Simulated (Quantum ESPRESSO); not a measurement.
# CoPd2O2 in Quantum ESPRESSO: notebook

Runs on CoPd2O2. Level: PBE. Tasks: work function.

All numbers are computed with Quantum ESPRESSO 7.5; they aren't measurements. Logs are shortened: lines on timing, memory, paths and dates and some standing lists are left out, and cuts for length are marked.

### 1 Starting point

The cell holds a slab with vacuum, 5 atoms: a = 2.845 Å, b = 2.845 Å, c = 20.960 Å, α = 90.00°, β = 90.00°, γ = 120.00°.

### 2 Work function, PBE, collinear spin, ferromagnetic start

The input, pw.in:

```
&CONTROL
  calculation = 'scf'
  prefix = 'pwscf'
  outdir = './tmp'
  pseudo_dir = './pseudo'
  tprnfor = .true.
  disk_io = 'low'
/
&SYSTEM
  ibrav = 0
  celldm(1) = 8
  nat = 5
  ntyp = 3
  ecutwfc = 26
  ecutrho = 106
  nbnd = 46
  occupations = 'smearing'
  smearing = 'fd'
  degauss = 0.00367493
  nspin = 2
  starting_magnetization(1) = 0
  starting_magnetization(2) = 0
  starting_magnetization(3) = 0.1176
/
&ELECTRONS
  conv_thr = 5d-09
  electron_maxstep = 150
  mixing_beta = 0.3
  mixing_mode = 'local-TF'
/
ATOMIC_SPECIES
Pd   106.4200 Pd_ONCV_PBE-1.2.upf
O     15.9990 O_ONCV_PBE-1.2.upf
Co    58.9332 Co_ONCV_PBE-1.2.upf
CELL_PARAMETERS alat
  0.6720336204965  -0.0000000000000   0.0000000000000
 -0.3360168102438   0.5819981875446   0.0000000000000
  0.0000000000000   0.0000000000000   4.9510824465195
ATOMIC_POSITIONS crystal
Pd     0.6666666667    0.3333333333    0.3578244275
O      0.6666666667    0.3333333333    0.4534943702
Co     0.0000000000    0.0000000000    0.5000000000
O      0.3333333333    0.6666666667    0.5465056298
Pd     0.3333333333    0.6666666667    0.6421755725
K_POINTS automatic
9 9 1 0 0 0
```

The input, pp_density.in:

```
&INPUTPP
  prefix = 'pwscf'
  outdir = './tmp'
  filplot = 'density.dat'
  plot_num = 0
/
&PLOT
  nfile = 1
  filepp(1) = 'density.dat'
  iflag = 3
  output_format = 6
  fileout = 'density.cube'
/
```

The input, pp_potential.in:

```
&INPUTPP
  prefix = 'pwscf'
  outdir = './tmp'
  filplot = 'potential.dat'
  plot_num = 11
/
&PLOT
  nfile = 1
  filepp(1) = 'potential.dat'
  iflag = 3
  output_format = 6
  fileout = 'potential.cube'
/
```

The input, pp_spin.in:

```
&INPUTPP
  prefix = 'pwscf'
  outdir = './tmp'
  filplot = 'spin.dat'
  plot_num = 6
/
&PLOT
  nfile = 1
  filepp(1) = 'spin.dat'
  iflag = 3
  output_format = 6
  fileout = 'spin.cube'
/
```

The input, pp_elf.in:

```
&INPUTPP
  prefix = 'pwscf'
  outdir = './tmp'
  filplot = 'elf.dat'
  plot_num = 8
/
&PLOT
  nfile = 1
  filepp(1) = 'elf.dat'
  iflag = 3
  output_format = 6
  fileout = 'elf.cube'
/
```

Potentials or basis: SG15 PBE 1.2.

Command:

```
OMP_NUM_THREADS=1 mpirun -n 2 pw.x -nk 2 -in pw.in > pw.out
OMP_NUM_THREADS=1 mpirun -n 1 pp.x -in pp_density.in > pp_density.out
OMP_NUM_THREADS=1 mpirun -n 1 pp.x -in pp_potential.in > pp_potential.out
OMP_NUM_THREADS=1 mpirun -n 1 pp.x -in pp_spin.in > pp_spin.out
OMP_NUM_THREADS=1 mpirun -n 1 pp.x -in pp_elf.in > pp_elf.out
```

pw.out:

```text
This program is part of the open-source Quantum ESPRESSO suite
     for quantum simulation of materials; please cite
         "P. Giannozzi et al., J. Phys.:Condens. Matter 21 395502 (2009);
         "P. Giannozzi et al., J. Phys.:Condens. Matter 29 465901 (2017);
         "P. Giannozzi et al., J. Chem. Phys. 152 154105 (2020);
     in publications or presentations arising from this work. More details at

     Message from routine setup:
     no reason to have ecutrho>4*ecutwfc
     Message from routine setup:
     using ibrav=0 with symmetry is DISCOURAGED, use correct ibrav instead

     K-points division:     npool     =       2
     Subspace diagonalization in iterative solution of the eigenvalue problem:
     a serial algorithm will be used

     G-vector sticks info
     --------------------
     sticks:   dense  smooth     PW     G-vecs:    dense   smooth      PW
     Sum         211     211     61                18315    17763    3267

     Using Slab Decomposition

     bravais-lattice index     =            0
     lattice parameter (alat)  =       8.0000  a.u.
     unit-cell volume          =     991.4772 (a.u.)^3
     number of atoms/cell      =            5
     number of atomic types    =            3
     number of electrons       =        65.00
     number of Kohn-Sham states=           46
     kinetic-energy cutoff     =      26.0000  Ry
     charge density cutoff     =     106.0000  Ry
     scf convergence threshold =      5.0E-09
     mixing beta               =       0.3000
     number of iterations used =            8  local-TF  mixing
     Exchange-correlation= PBE
                           (   1   4   3   4   0   0   0)

     celldm(1)=   8.000000  celldm(2)=   0.000000  celldm(3)=   0.000000
     celldm(4)=   0.000000  celldm(5)=   0.000000  celldm(6)=   0.000000

     crystal axes: (cart. coord. in units of alat)
               a(1) = (   0.672034  -0.000000   0.000000 )
               a(2) = (  -0.336017   0.581998   0.000000 )
               a(3) = (   0.000000   0.000000   4.951082 )

     reciprocal axes: (cart. coord. in units 2 pi/alat)
               b(1) = (  1.488021  0.859109 -0.000000 )
               b(2) = (  0.000000  1.718218 -0.000000 )
               b(3) = ( -0.000000 -0.000000  0.201976 )

     PseudoPot. # 1 for Pd read from file:
     Pd_ONCV_PBE-1.2.upf
     Pseudo is Norm-conserving, Zval = 18.0
     Generated using ONCVPSP code by D. R. Hamann
     Using radial grid of  602 points,  6 beta functions with:
                l(1) =   0
                l(2) =   0
                l(3) =   1
                l(4) =   1
                l(5) =   2
                l(6) =   2

     PseudoPot. # 2 for O  read from file:
     O_ONCV_PBE-1.2.upf
     Pseudo is Norm-conserving, Zval =  6.0
     Generated using ONCVPSP code by D. R. Hamann
     Using radial grid of  602 points,  4 beta functions with:
                l(1) =   0
                l(2) =   0
                l(3) =   1
                l(4) =   1

     PseudoPot. # 3 for Co read from file:
     Co_ONCV_PBE-1.2.upf
     Pseudo is Norm-conserving, Zval = 17.0
     Generated using ONCVPSP code by D. R. Hamann
     Using radial grid of  602 points,  6 beta functions with:
                l(1) =   0
                l(2) =   0
                l(3) =   1
                l(4) =   1
                l(5) =   2
                l(6) =   2

     atomic species   valence    mass     pseudopotential
     Pd               18.00   106.42000     Pd( 1.00)
     O                 6.00    15.99900     O ( 1.00)
     Co               17.00    58.93320     Co( 1.00)

     Starting magnetic structure
     atomic species   magnetization
     Pd              0.000
     O               0.000
     Co              0.118

     12 Sym. Ops., with inversion, found

   Cartesian axes

     site n.     atom                  positions (alat units)
         1        Pd     tau(   1) = (   0.3360168   0.1939994   1.7716182  )
         2        O      tau(   2) = (   0.3360168   0.1939994   2.2452880  )
         3        Co     tau(   3) = (   0.0000000   0.0000000   2.4755412  )
         4        O      tau(   4) = (  -0.0000000   0.3879988   2.7057944  )
         5        Pd     tau(   5) = (  -0.0000000   0.3879988   3.1794642  )

     number of k points=    12  Fermi-Dirac smearing, width (Ry)=  0.0037
                       cart. coord. in units 2pi/alat
        k(    1) = (   0.0000000   0.0000000   0.0000000), wk =   0.0123457
        k(    2) = (   0.0000000   0.1909132   0.0000000), wk =   0.0740741
        k(    3) = (   0.0000000   0.3818263   0.0000000), wk =   0.0740741
        k(    4) = (   0.0000000   0.5727395   0.0000000), wk =   0.0740741
        k(    5) = (   0.0000000   0.7636526   0.0000000), wk =   0.0740741
        k(    6) = (   0.1653356   0.2863697   0.0000000), wk =   0.0740741
        k(    7) = (   0.1653356   0.4772829   0.0000000), wk =   0.1481481
        k(    8) = (   0.1653356   0.6681960   0.0000000), wk =   0.1481481
        k(    9) = (   0.1653356   0.8591092   0.0000000), wk =   0.0740741
        k(   10) = (   0.3306713   0.5727395   0.0000000), wk =   0.0740741
        k(   11) = (   0.3306713   0.7636526   0.0000000), wk =   0.1481481
        k(   12) = (   0.4960069   0.8591092   0.0000000), wk =   0.0246914

     Dense  grid:    18315 G-vectors     FFT dimensions: (  18,  18, 135)

     Smooth grid:    17763 G-vectors     FFT dimensions: (  18,  18, 135)

     Generating pointlists ...
     new r_m :   0.1954 (alat units)  1.5631 (a.u.) for type    1
     new r_m :   0.1861 (alat units)  1.4889 (a.u.) for type    2
     new r_m :   0.1861 (alat units)  1.4889 (a.u.) for type    3

     Initial potential from superposition of free atoms

     starting charge      64.8712, renormalised to      65.0000

     negative rho (up, down):  1.597E-02 1.530E-02
     Starting wfcs are random

     Self-consistent Calculation

     iteration #  1     ecut=    26.00 Ry     beta= 0.30
     Davidson diagonalization with overlap
     ethr =  1.00E-02,  avg # of iterations = 11.3

     negative rho (up, down):  1.356E-02 1.339E-02

     total energy              =    -833.36916635 Ry
     estimated scf accuracy    <      22.24363251 Ry

     total magnetization       =     1.36 Bohr mag/cell
     absolute magnetization    =     1.42 Bohr mag/cell

     iteration #  2     ecut=    26.00 Ry     beta= 0.30
     Davidson diagonalization with overlap
     ethr =  1.00E-02,  avg # of iterations =  1.0

     negative rho (up, down):  9.128E-03 9.010E-03
[... 201 lines left out ...]
     iteration # 20     ecut=    26.00 Ry     beta= 0.30
     Davidson diagonalization with overlap
     ethr =  4.45E-11,  avg # of iterations =  2.0

     total energy              =    -833.46689832 Ry
     estimated scf accuracy    <       0.00000001 Ry

     total magnetization       =     0.64 Bohr mag/cell
     absolute magnetization    =     0.69 Bohr mag/cell

     iteration # 21     ecut=    26.00 Ry     beta= 0.30
     Davidson diagonalization with overlap
     ethr =  2.11E-11,  avg # of iterations =  2.2

     Magnetic moment per site  (integrated on atomic sphere of radius R)
     atom   1 (R=0.195)  charge= 13.9292  magn=  0.1972
     atom   2 (R=0.186)  charge=  5.1060  magn=  0.0326
     atom   3 (R=0.186)  charge= 14.0484  magn=  0.0419
     atom   4 (R=0.186)  charge=  5.1060  magn=  0.0326
     atom   5 (R=0.195)  charge= 13.9292  magn=  0.1972

     End of self-consistent calculation

 ------ SPIN UP ------------

          k = 0.0000 0.0000 0.0000 (  2255 PWs)   bands (ev):

  -106.5855 -83.2365 -83.2364 -63.1965 -63.1965 -62.7057 -48.3748 -48.3664
   -47.9422 -47.9422 -47.9395 -47.9395 -19.9062 -18.3985  -5.2970  -3.0807
    -3.0807  -1.9049  -1.4199  -1.3278   0.2442   0.2442   0.9661   0.9661
     1.0553   1.0553   1.4663   1.4743   1.4743   2.2059   2.2059   2.6847
     2.6847   3.0655   3.3933   5.2924   5.2924   6.8118   7.9544   8.0207
     9.4253   9.5296  11.0635  12.3724  13.2376  14.4737

          k = 0.0000 0.1909 0.0000 (  2263 PWs)   bands (ev):

  -106.5882 -83.2343 -83.2342 -63.2398 -63.1582 -62.8665 -48.3821 -48.3699
   -47.9633 -47.9612 -47.9500 -47.9485 -19.7725 -18.4046  -5.1997  -3.5224
    -3.0310  -1.5105  -1.2325  -0.9724  -0.4722  -0.1436   0.9027   0.9508
     1.2320   1.2784   1.3852   1.6422   1.7170   1.8184   2.1400   2.3200
     2.6412   3.3341   3.6345   4.9336   5.1782   7.4046   8.2769   8.3290
     9.7979   9.8903  11.5335  12.6239  13.7395  14.7361
[... 75 lines left out ...]
  -106.5818 -83.2155 -83.2155 -63.0866 -62.9029 -62.8966 -48.3580 -48.3558
   -48.1042 -48.1022 -48.0367 -48.0296 -18.5272 -18.3975  -4.6548  -4.0244
    -3.1794  -2.8605  -2.5297  -1.6831   0.3257   0.3440   0.7450   1.0139
     1.5183   1.5652   1.5873   1.9294   1.9821   2.2826   2.3559   3.3505
     3.5904   4.9623   5.1176   8.0675   8.2036  11.1030  11.1531  13.1770
    13.2800  13.8695  14.0355  14.2989  15.0436  15.1218

          k = 0.4960 0.8591 0.0000 (  2160 PWs)   bands (ev):

  -106.5652 -83.2139 -83.2139 -62.7329 -62.6357 -62.6357 -48.3454 -48.3454
   -48.0551 -48.0547 -48.0547 -48.0541 -18.3876 -18.3876  -3.9320  -3.9320
    -3.7529  -2.6192  -2.6192  -1.6678   1.1148   1.1148   1.1323   1.1698
     1.2979   1.2979   1.3294   1.8016   2.1751   2.3076   2.3076   3.6771
     3.6771   5.2710   5.2710  10.8684  10.8710  10.8710  10.9327  10.9826
    10.9826  15.3461  15.4028  15.4414  15.4418  15.8298

 ------ SPIN DOWN ----------

          k = 0.0000 0.0000 0.0000 (  2255 PWs)   bands (ev):

  -106.5589 -83.1023 -83.1022 -63.1710 -63.1710 -62.6325 -48.1404 -48.1316
   -47.7766 -47.7766 -47.7739 -47.7739 -19.8508 -18.3354  -5.2076  -3.0486
    -3.0486  -1.8106  -1.2771  -1.1672   0.2917   0.2917   1.1160   1.1160
     1.2199   1.2199   1.5575   1.5575   1.6165   2.3169   2.3169   2.7967
     2.7967   3.3156   3.5848   5.3464   5.3464   6.8872   7.9752   8.1257
     9.5074   9.5905  11.1014  12.4473  13.2897  14.5188

          k = 0.0000 0.1909 0.0000 (  2263 PWs)   bands (ev):

  -106.5616 -83.1001 -83.1000 -63.2143 -63.1327 -62.7936 -48.1478 -48.1350
   -47.7979 -47.7958 -47.7845 -47.7829 -19.7165 -18.3414  -5.1063  -3.4816
    -2.9974  -1.3685  -1.1167  -0.8621  -0.3937  -0.0933   1.0537   1.1122
     1.3887   1.4448   1.4829   1.7155   1.8381   1.9330   2.2527   2.4322
     2.7502   3.5773   3.8282   4.9920   5.2330   7.4868   8.3486   8.3809
     9.8738   9.9486  11.5717  12.6958  13.7937  14.7807
[... 75 lines left out ...]
  -106.5552 -83.0813 -83.0813 -63.0611 -62.8712 -62.8299 -48.1230 -48.1207
   -47.9397 -47.9377 -47.8717 -47.8646 -18.4651 -18.3347  -4.6053  -3.9628
    -3.1149  -2.7703  -2.4468  -1.6189   0.4683   0.4840   0.8498   1.1218
     1.6329   1.6889   1.6974   2.0734   2.1099   2.4124   2.4167   3.6223
     3.8031   5.0834   5.2139   8.1577   8.2976  11.2406  11.2980  13.2435
    13.3577  13.9270  14.1157  14.3445  15.0961  15.1654

          k = 0.4960 0.8591 0.0000 (  2160 PWs)   bands (ev):

  -106.5385 -83.0798 -83.0798 -62.6598 -62.6101 -62.6101 -48.1103 -48.1103
   -47.8902 -47.8897 -47.8897 -47.8892 -18.3248 -18.3248  -3.8721  -3.8721
    -3.7189  -2.5104  -2.5104  -1.6273   1.2318   1.2318   1.2564   1.3050
     1.4250   1.4250   1.4401   1.9075   2.2263   2.4869   2.4869   3.8933
     3.8933   5.3687   5.3687  10.9349  10.9809  10.9809  10.9979  11.1260
    11.1260  15.4146  15.4639  15.5065  15.5069  15.9138

     the Fermi energy is     3.5062 ev

!    total energy              =    -833.46690075 Ry
     estimated scf accuracy    <          2.4E-09 Ry
     smearing contrib. (-TS)   =      -0.00268374 Ry
     internal energy E=F+TS    =    -833.46421701 Ry

     The total energy is F=E-TS. E is the sum of the following terms:
     one-electron contribution =   -5753.04959091 Ry
     hartree contribution      =    2876.86558600 Ry
     xc contribution           =     -88.87965996 Ry
     ewald contribution        =    2131.59944786 Ry

     total magnetization       =     0.64 Bohr mag/cell
     absolute magnetization    =     0.68 Bohr mag/cell

     convergence has been achieved in  21 iterations

     Forces acting on atoms (cartesian axes, Ry/au):

     atom    1 type  1   force =    -0.00000000   -0.00000000   -0.03548985
     atom    2 type  2   force =     0.00000000    0.00000000   -0.01991325
     atom    3 type  3   force =     0.00000000    0.00000000    0.00000000
     atom    4 type  2   force =    -0.00000000    0.00000000    0.01991325
     atom    5 type  1   force =     0.00000000   -0.00000000    0.03548985

     Total force =     0.057551     Total SCF correction =     0.001404

=------------------------------------------------------------------------------=
   JOB DONE.
=------------------------------------------------------------------------------=
```

Run time: 1.9 min. Hardware: 2 MPI ranks of Intel Xeon at 2.50GHz (Skylake/Cascade Lake), shared host; peak memory 0.18 GiB.

These settings aren't checked as converged: the numbers below hold their error.

What came out:

| Property | Result |
| --- | --- |
| Free energy | -11339.8949 eV |
| Largest force | 0.912 eV/Å |
| Band gap on the k mesh | none (metal or under the smearing width) |
| Net moment | 0.64 μB per cell |
| Absolute moment | 0.68 μB per cell |
| Site moments | Pd +0.20; O +0.03; Co +0.04 μB |
| Valence electrons inside the program's atomic spheres | Pd 13.93; O 5.11; Co 14.05 |
| Work function of the upper face | 5.06 eV |
| Work function of the lower face | 5.06 eV |

Caveat: the cutoff lies well under what these potentials need, so the values aren't converged; semilocal functionals often make such compounds metallic where correlation or magnetic order opens a gap, which also shifts bond lengths.

[end of part 1 of 2]
